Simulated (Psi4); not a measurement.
**GeSiNH7 (SMILES [SiH3][NH][GeH3]): a chain of runs**

Wanted: a geometry optimisation (singlet GeSiNH7, wB97X-D/def2-SVPD), then the energy (doublet [GeSiNH7]+, U-wB97X-D/def2-SVPD), then a structure relaxation (doublet [GeSiNH7]+, U-wB97X-D/def2-SVPD) of GeH7NSi. 

The calculation is run with Psi4 1.11.

## (1) The molecule

The species is GeSiNH7 (10 atoms), meant as a singlet with charge 0. As SMILES, `[SiH3][NH][GeH3]`. Geometry: relaxed at PBE0-D4/def2-TZVP. The run starts from this shape.

Bond lengths: Si1–N2 1.718 Å, N2–Ge3 1.839 Å, Si1–H4 1.486 Å, Si1–H5 1.489 Å, Si1–H6 1.492 Å, N2–H7 1.009 Å, Ge3–H8 1.534 Å, Ge3–H9 1.543 Å, Ge3–H10 1.538 Å. Some angles: Si1–N2–Ge3 127.5°, Si1–N2–H7 117.0°, Ge3–N2–H7 114.2°, N2–Si1–H4 107.3°, N2–Si1–H5 110.3°, N2–Si1–H6 114.2°, N2–Ge3–H8 106.7°, N2–Ge3–H9 111.7°, N2–Ge3–H10 108.4°, H4–Si1–H5 110.0°.

## (2) A geometry optimisation at wB97X-D/def2-SVPD (density fitting) (run 1)

The input, calc.in:

```
memory 1600 MB

molecule m {
  0 1
  Si    -2.16713792     0.98681498    -1.78692502
  N      0.87191963     0.60301161    -0.70997011
  Ge     1.92770962    -1.27707692     2.01482599
  H     -3.63526615    -1.26328191    -0.96924053
  H     -2.19246025     1.18523623    -4.59297935
  H     -3.46859230     3.28018661    -0.78631504
  H      2.19038155     1.80072002    -1.39178329
  H     -0.03571582    -3.37769648     2.38559026
  H      2.11630429     0.34090659     4.43254160
  H      4.55008256    -2.37576368     1.40954672
  units bohr
  symmetry c1
}

set basis def2-SVPD

e_tot, wfn = opt('wb97x-d', return_wfn=True)
```

Launch:

```console
$ psi4 calc.in calc.out -n 1
```

calc.out:

```text
Psi4 1.11 release

gradient() will perform analytic gradient computation.

   => Loading Basis Set <=

    Name: DEF2-SVPD
    Role: ORBITAL
    Keyword: BASIS

   => WB97X-D: Empirical Dispersion <=

    Chai and Head-Gordon Dispersion Correction

        s6 =       1.000000

         ---------------------------------------------------------
                                   SCF
                              RKS Reference
                        1 Threads,   1525 MiB Core
         ---------------------------------------------------------

  ==> Geometry <==

    Molecular point group: c1
    Full point group: C1

    Geometry (in Bohr), charge = 0, multiplicity = 1:

       Center              X                  Y                   Z               Mass
    ------------   -----------------  -----------------  -----------------  -----------------
         SI          -2.928380254686     1.464741102417    -2.514787702367    27.976926534650
         N            0.110677295314     1.080937732417    -1.437832792367    14.003074004430
         GE           1.166467285314    -0.799150797583     1.286963307633    73.921177761000
[... 6 lines of this table left out ...]
         H            3.788840225314    -1.897837557583     0.681684037633     1.007825032230

  Running in c1 symmetry.

  Rotational constants: A =      0.77308  B =      0.06744  C =      0.06492 [cm^-1]
  Rotational constants: A =  23176.22358  B =   2021.74707  C =   1946.32296 [MHz]
  Nuclear repulsion =  261.251374898150004

  Charge       = 0
  Multiplicity = 1
  Electrons    = 60
  Nalpha       = 30
  Nbeta        = 30

  ==> Algorithm <==

  SCF Algorithm Type is DF.
  DIIS enabled.
  MOM disabled.
  Fractional occupation disabled.
  Guess Type is SAD.
  Energy threshold   = 1.00e-08
  Density threshold  = 1.00e-08
  Integral threshold = 1.00e-12

  ==> Primary Basis <==

  Basis Set: DEF2-SVPD
    Blend: DEF2-SVPD
    Number of shells: 60
    Number of basis functions: 138
    Number of Cartesian functions: 146
    Spherical Harmonics?: true
    Max angular momentum: 2

  ==> DFT Potential <==

   => LibXC <=

    Version 7.1.2

   => Composite Functional: WB97X-D <=

    wB97X-D Hyb-GGA Exchange-Correlation Functional

    Deriv               =              1
    GGA                 =           TRUE
    Meta                =          FALSE

    Exchange Hybrid     =           TRUE
    MP2 Hybrid          =          FALSE

   => Exchange-Correlation Functionals <=

    1.0000   wB97X-D range-separated functional

   => Exact (HF) Exchange <=

    0.7780            HF,LR [omega = 0.2000]
    0.2220               HF

   => LibXC Density Thresholds  <==

    XC_HYB_GGA_XC_WB97X_D:  1.00E-14

   => Molecular Quadrature <=

    Radial Scheme          =       TREUTLER
    Pruning Scheme         =           NONE
    Nuclear Scheme         =       TREUTLER

    Blocking Scheme        =         OCTREE
    BS radius alpha        =              1
    Pruning alpha          =              1
    Radial Points          =             75
    Spherical Points       =            302
    Total Points           =         216921
    Total Blocks           =           1647
    Max Points             =            256
    Max Functions          =            136
    Weights Tolerance      =       1.00E-15

   => Loading Basis Set <=

    Name: (DEF2-SVPD AUX)
    Role: JKFIT
    Keyword: DF_BASIS_SCF

  ==> Integral Setup <==

  DFHelper Memory: AOs need 0.256 GiB; user supplied 0.407 GiB.
  SCF_SUBTYPE=INCORE selected. In-core MEM_DF algorithm will be used.
  Using in-core AOs.

  ==> MemDFJK: Density-Fitted J/K Matrices <==

    J tasked:                   Yes
    K tasked:                   Yes
    wK tasked:                  Yes
    Omega:                2.000E-01
    Memory [MiB]:               416
    Algorithm:                 Core
    Schwarz Cutoff:           1E-12
    Mask sparsity (%):       2.1424
    Fitting Condition:        1E-10

   => Auxiliary Basis Set <=

  Basis Set: (DEF2-SVPD AUX)
    Blend: DEF2-UNIVERSAL-JKFIT
    Number of shells: 165
    Number of basis functions: 597
    Number of Cartesian functions: 759
    Spherical Harmonics?: true
    Max angular momentum: 5

  Cached 100.0% of DFT collocation blocks in 0.711 [GiB].

  Minimum eigenvalue in the overlap matrix is 2.1996242081E-04.
  Reciprocal condition number of the overlap matrix is 2.5801833930E-05.
    Using symmetric orthogonalization.

  ==> Pre-Iterations <==

  SCF Guess: Superposition of Atomic Densities via on-the-fly atomic UHF (no occupation information).

   -------------------------
    Irrep   Nso     Nmo
   -------------------------
     A        138     138
   -------------------------
    Total     138     138
   -------------------------

  ==> Iterations <==

                           Total Energy        Delta E     RMS |[F,P]|

[... 3 lines left out ...]
   @DF-RKS iter   3: -2425.12157840512691   -2.35013e+00   1.01978e-03 ADIIS/DIIS
[... 3 lines left out ...]
   @DF-RKS iter   7: -2425.12877053312513   -4.74042e-06   3.35495e-06 DIIS
[... 3 lines left out ...]
   @DF-RKS iter  11: -2425.12877090007805   -5.18412e-11   1.16446e-08 DIIS
[... 33 lines left out ...]
  @DF-RKS Final Energy: -2425.12877090006850
[... 6 lines left out ...]
    DFT Exchange-Correlation Energy =     -80.7027370465505953
[... 17 lines left out ...]
 Dipole X            :          9.0787652           -8.6995918            0.3791734
[... 124 lines left out ...]
	                                 ==> Convergence Check <==
[... 89 lines left out ...]
    Weights Tolerance      =       1.00E-15
[... 61 lines left out ...]
   @DF-RKS iter   2: -2425.12894481128342    1.10632e-05   1.13924e-04 ADIIS/DIIS
[... 3 lines left out ...]
   @DF-RKS iter   6: -2425.12905361010326   -4.24689e-09   2.25592e-07 DIIS
[... 9 lines left out ...]
    Final Occupation by Irrep:
[... 11 lines left out ...]
    Two-Electron Energy =                1287.9301820052824041
[... 3 lines left out ...]
    Total Energy =                      -2425.1290536106957916
[... 59 lines left out ...]
    Weights Tolerance      =       1.00E-15
[... 56 lines left out ...]
	  Convergence Criteria     1.00e-06 *    3.00e-04 *             o    1.20e-03 *             o
[... 92 lines left out ...]
   @DF-RKS iter   1: -2425.12906871999485   -4.78771e-04   1.43346e-05 DIIS
[... 3 lines left out ...]
   @DF-RKS iter   5: -2425.12907119900046   -5.92172e-09   2.79189e-07 DIIS
[... 9 lines left out ...]
    Final Occupation by Irrep:
[... 11 lines left out ...]
    Two-Electron Energy =                1287.9082179626482230
[... 3 lines left out ...]
    Total Energy =                      -2425.1290711995711717
[... 59 lines left out ...]
    Weights Tolerance      =       1.00E-15
[... 56 lines left out ...]
	  Convergence Criteria     1.00e-06 *    3.00e-04 *             o    1.20e-03 *             o
[... 92 lines left out ...]
   @DF-RKS iter   1: -2425.12907570051993   -6.22724e-05   1.19244e-05 DIIS
[... 3 lines left out ...]
   @DF-RKS iter   5: -2425.12907769120920   -7.95762e-09   2.34063e-07 DIIS
[... 3 lines left out ...]
  Energy and wave function converged.
[... 17 lines left out ...]
    One-Electron Energy =               -3892.4663608830333033
[... 3 lines left out ...]
    VV10 Nonlocal Energy =                  0.0000000000000000
[... 17 lines left out ...]
 Dipole Z            :          8.8163228           -8.7577183            0.0586045
[... 97 lines left out ...]
	   Step    Total Energy     Delta E     Max Force     RMS Force      Max Disp      RMS Disp
[... 93 lines left out ...]
   @DF-RKS iter   0: -2425.12860243427986   -2.42513e+03   9.04916e-05
[... 3 lines left out ...]
   @DF-RKS iter   4: -2425.12908050200986   -5.34224e-08   4.81889e-07 DIIS
[... 3 lines left out ...]
  Energy and wave function converged.
[... 17 lines left out ...]
    One-Electron Energy =               -3892.4855900552038293
[... 3 lines left out ...]
    VV10 Nonlocal Energy =                  0.0000000000000000
[... 17 lines left out ...]
 Dipole Z            :          8.8161601           -8.7610304            0.0551297
[... 97 lines left out ...]
	   Step    Total Energy     Delta E     Max Force     RMS Force      Max Disp      RMS Disp
[... 93 lines left out ...]
   @DF-RKS iter   0: -2425.12827334637223   -2.42513e+03   1.03108e-04
[... 3 lines left out ...]
   @DF-RKS iter   4: -2425.12908286122274   -6.94995e-08   5.47829e-07 DIIS
[... 3 lines left out ...]
  Energy and wave function converged.
[... 17 lines left out ...]
    One-Electron Energy =               -3892.4607595530474100
[... 3 lines left out ...]
    VV10 Nonlocal Energy =                  0.0000000000000000
[... 17 lines left out ...]
 Dipole Z            :          8.8202648           -8.7675379            0.0527269
[... 97 lines left out ...]
	   Step    Total Energy     Delta E     Max Force     RMS Force      Max Disp      RMS Disp
[... 93 lines left out ...]
   @DF-RKS iter   0: -2425.12874562293200   -2.42513e+03   4.02557e-05
[... 3 lines left out ...]
   @DF-RKS iter   4: -2425.12908376135556   -1.07775e-08   2.23262e-07 DIIS
[... 3 lines left out ...]
  Energy and wave function converged.
[... 17 lines left out ...]
    Virtual:

      31A      0.057484    32A      0.071640    33A      0.093760
      34A      0.099206    35A      0.115438    36A      0.119542
      37A      0.128783    38A      0.141559    39A      0.152004
[... 32 lines of this table left out ...]
     136A      2.867806   137A      2.956697   138A      3.461347

    Final Occupation by Irrep:
              A
    DOCC [    30 ]
    NA   [    30 ]
    NB   [    30 ]

  @DF-RKS Final Energy: -2425.12908376251335

   => Energetics <=

    Nuclear Repulsion Energy =            260.0655021777492948
    One-Electron Energy =               -3892.4283848994837172
    Two-Electron Energy =                1287.9308646221177241
    DFT Exchange-Correlation Energy =     -80.6932762532040471
    Empirical Dispersion Energy =          -0.0037894096925332
    VV10 Nonlocal Energy =                  0.0000000000000000
    Total Energy =                      -2425.1290837625133463

Computation Completed

Properties will be evaluated at   0.000000,   0.000000,   0.000000 [a0]

Properties computed using the SCF density matrix

 Multipole Moments:

 ------------------------------------------------------------------------------------
     Multipole            Electronic (a.u.)      Nuclear  (a.u.)        Total (a.u.)
 ------------------------------------------------------------------------------------

 L = 1.  Multiply by 2.5417464519 to convert [e a0] to [Debye]
 Dipole X            :          9.1184090           -8.7623352            0.3560738
 Dipole Y            :         -5.3588620            5.4380997            0.0792377
 Dipole Z            :          8.8232347           -8.7711718            0.0520629
 Magnitude           :                                                    0.3684803

 ------------------------------------------------------------------------------------

	total time  =         21 seconds =       0.35 minutes

         ------------------------------------------------------------
                                   SCF GRAD
         ------------------------------------------------------------

  ==> Geometry <==

    Molecular point group: c1
    Full point group: C1

    Geometry (in Bohr), charge = 0, multiplicity = 1:

       Center              X                  Y                   Z               Mass
    ------------   -----------------  -----------------  -----------------  -----------------
         SI          -2.955153969395     1.468700917818    -2.532320782729    27.976926534650
         N            0.111408220381     1.117943472557    -1.407547011803    14.003074004430
         GE           1.176772752984    -0.806692097626     1.289548996480    73.921177761000
[... 6 lines of this table left out ...]
         H            3.788428842135    -1.906400691380     0.662803361779     1.007825032230

  Nuclear repulsion =  260.065502177749295

   => Molecular Quadrature <=

    Radial Scheme          =       TREUTLER
    Pruning Scheme         =           NONE
    Nuclear Scheme         =       TREUTLER

    Blocking Scheme        =         OCTREE
    BS radius alpha        =              1
    Pruning alpha          =              1
    Radial Points          =             75
    Spherical Points       =            302
    Total Points           =         216955
    Total Blocks           =           1636
    Max Points             =            256
    Max Functions          =            136
    Weights Tolerance      =       1.00E-15

  -Total Gradient:
     Atom            X                  Y                   Z
    ------   -----------------  -----------------  -----------------
       1        0.000044415528    -0.000059791959     0.000073909055
       2        0.000030418802    -0.000049057530     0.000065498395
       3       -0.000029375742    -0.000006614214     0.000041668343
[... 6 lines of this table left out ...]
      10       -0.000012473247    -0.000033052675     0.000086688561

	total time  =          9 seconds =       0.15 minutes

    			-----------------------------------------

    			 OPTKING 3.0: for geometry optimizations

    			        with contributions from

    			-----------------------------------------

	                            ===> Fragment 1 <==

	 Z (Atomic Numbers)          Masses                          Geom
	      14.000000            27.976927         -2.95515397  1.46870092 -2.53232078
	       7.000000            14.003074          0.11140822  1.11794347 -1.40754701
	      32.000000            73.921178          1.17677275 -0.80669210  1.28954900
[... 6 lines of this table left out ...]
	       1.000000             1.007825          3.78842884 -1.90640069  0.66280336

	 - Coordinate -           - BOHR/RAD -       - ANG/DEG -
	 R(1,2)           =         3.285110           1.738406
	 R(1,4)           =         2.815859           1.490088
	 R(1,5)           =         2.818894           1.491694
[... 32 lines of this table left out ...]
	 D(7,2,3,10)      =        -0.772155         -44.241248

	        --- Internal Coordinate Step in ANG or DEG, aJ/ANG or AJ/DEG ---
	-------------------------------------------------------------------------------
	           Coordinate      Previous         Force          Change          New
	           ----------      --------        ------          ------        ------
	               R(1,2)       1.73841        0.00010       -0.00001       1.73839
	               R(1,4)       1.49009       -0.00006       -0.00001       1.49008
	               R(1,5)       1.49169       -0.00010       -0.00003       1.49166
[... 32 lines of this table left out ...]
	          D(7,2,3,10)     -44.24125        0.00000        0.10302     -44.13823
	-------------------------------------------------------------------------------

	                                 ==> Convergence Check <==

	Measures of convergence in internal coordinates in au.

	Criteria marked as inactive (o), active & met (*), and active & unmet ( ).

	----------------------------------------------------------------------------------------------
	   Step    Total Energy     Delta E     Max Force     RMS Force      Max Disp      RMS Disp
	----------------------------------------------------------------------------------------------
	  Convergence Criteria     1.00e-06 *    3.00e-04 *             o    1.20e-03 *             o
	----------------------------------------------------------------------------------------------
	     7   -2425.12908376   -8.95e-07 *    6.30e-05 *    1.80e-05 o    1.80e-03      6.23e-04 o  ~
	----------------------------------------------------------------------------------------------

Next Geometry in Ang
	Fragment 1 (Ang)

	   Si  -1.5639819318   0.7774811677  -1.3400876732
	    N   0.0585715213   0.5917581099  -0.7444044196
	   Ge   0.6226962270  -0.4270582802   0.6825057881
[... 6 lines of this table left out ...]
	    H   2.0050573025  -1.0078873753   0.3502551735

    Final optimized geometry and variables:
    Molecular point group: c1
    Full point group: C1

    Geometry (in Bohr), charge = 0, multiplicity = 1:

    SI          -2.955153969395     1.468700917818    -2.532320782729
    N            0.111408220381     1.117943472557    -1.407547011803
    GE           1.176772752984    -0.806692097626     1.289548996480
[... 6 lines of this table left out ...]
    H            3.788428842135    -1.906400691380     0.662803361779

    Psi4 run time: 0:03:46.70

[set-up sections that repeat, and orbital energies of the middle runs, are left out above]
```

The script printed:

```text
Optimizer: Optimization complete!
```

It took 3.8 min on 1 thread of AMD EPYC, shared host; peak memory 1.3 GiB.

The path in brief:

| step | energy from the first frame kept (eV) | largest force (eV/Å) |
| --- | --- | --- |
| 0 | 0.0000 | 0.5064 |
| 1 | -0.0077 | 0.1183 |
| 2 | -0.0082 | 0.0374 |
| 3 | -0.0083 | 0.0232 |
| 4 | -0.0084 | 0.0212 |
| 5 | -0.0085 | 0.0091 |
| 6 | -0.0085 | 0.0054 |

After the run. Bond lengths: Si1–N2 1.738 Å, N2–Ge3 1.842 Å, Si1–H4 1.490 Å, Si1–H5 1.492 Å, Si1–H6 1.495 Å, N2–H7 1.014 Å, Ge3–H8 1.533 Å, Ge3–H9 1.540 Å, Ge3–H10 1.536 Å. Some angles: Si1–N2–Ge3 127.6°, Si1–N2–H7 116.8°, Ge3–N2–H7 115.1°, N2–Si1–H4 107.5°, N2–Si1–H5 110.2°, N2–Si1–H6 113.7°, N2–Ge3–H8 106.7°, N2–Ge3–H9 111.6°, N2–Ge3–H10 108.5°, H4–Si1–H5 110.1°.

## (3) The doublet cation: a single-point energy at U-wB97X-D/def2-SVPD (density fitting) (run 2)

The input, geh7nsi.py:

```python
import psi4

psi4.set_memory(1600000000)
psi4.set_num_threads(1)
psi4.set_output_file('run.log', False)

m = psi4.geometry("""
1 2
Si    -1.160968     0.524295    -0.954878
N      0.461787     0.338683    -0.359673
Ge     1.025553    -0.679791     1.067568
H     -1.937451    -0.669111    -0.515312
H     -1.157283     0.612637    -2.443950
H     -1.855732     1.743778    -0.439070
H      1.166051     0.951033    -0.755403
H     -0.015961    -1.788947     1.254673
H      1.129227     0.157991     2.355572
H      2.407582    -1.261731     0.735909
symmetry c1
""")

psi4.set_options({
    'basis': 'def2-SVPD',
    'reference': 'uks',
})

e_tot = psi4.energy('wb97x-d', molecule=m)
print(f'total energy {e_tot:.8f} hartree = {e_tot * 27.211386:.5f} eV')
for k, v in sorted(psi4.core.scalar_variables().items()):
    print(f'{k:45s} {v:18.10f}')
```

Launch:

```console
$ python geh7nsi.py
```

run.log (excerpt; [...] marks lines left out):

```text
[...]
  Running in c1 symmetry.
[...]
  Nuclear repulsion =  260.065531235670960
[...]
  Multiplicity = 2
[...]
  Nalpha       = 30
  Nbeta        = 29
[...]
    Number of basis functions: 138
[...]
   @DF-UKS iter   1: -2423.45019323619090   -2.05431e+00   1.75031e-02 ADIIS/DIIS
[...]
   @DF-UKS iter  10: -2424.78697418510819   -2.50996e-07   5.01601e-07 DIIS
[...]
   @S^2 Observed:                7.584880190E-01
[...]
  @DF-UKS Final Energy: -2424.78697418510819
   => Energetics <=
    Nuclear Repulsion Energy =            260.0655312356709601
    One-Electron Energy =               -3879.1840654341235677
    Two-Electron Energy =                1274.8638923599539794
    DFT Exchange-Correlation Energy =     -80.5285429365121814
    Empirical Dispersion Energy =          -0.0037894100967674
    VV10 Nonlocal Energy =                  0.0000000000000000
    Total Energy =                      -2424.7869741851081926
[...]
```

On the terminal:

```text
total energy -2424.78697419 hartree = -65981.81432 eV
CURRENT ENERGY                                  -2424.7869741851
CURRENT REFERENCE ENERGY                        -2424.7869741851
DD SOLVATION ENERGY                                 0.0000000000
DFT FUNCTIONAL TOTAL ENERGY                     -2424.7831847750
DFT TOTAL ENERGY                                -2424.7869741851
DFT VV10 ENERGY                                     0.0000000000
DFT XC ENERGY                                     -80.5285429365
DISPERSION CORRECTION ENERGY                       -0.0037894101
GRID ELECTRONS ALPHA                               30.0000030516
GRID ELECTRONS BETA                                29.0000097883
GRID ELECTRONS TOTAL                               59.0000128399
NUCLEAR REPULSION ENERGY                          260.0655312357
ONE-ELECTRON ENERGY                             -3879.1840654341
PCM POLARIZATION ENERGY                             0.0000000000
PE ENERGY                                           0.0000000000
SCF ITERATION ENERGY                            -2424.7869741851
SCF ITERATIONS                                     10.0000000000
SCF TOTAL ENERGY                                -2424.7869741851
TWO-ELECTRON ENERGY                              1274.8638923600
WB97X-D DISPERSION CORRECTION ENERGY               -0.0037894101
XC GRID RADIAL POINTS                              75.0000000000
XC GRID SPHERICAL POINTS                          302.0000000000
XC GRID TOTAL POINTS                           216953.0000000000
```

It took 52 s on 1 thread of AMD EPYC, shared host; peak memory 1.2 GiB.

[end of part 1 of 2]
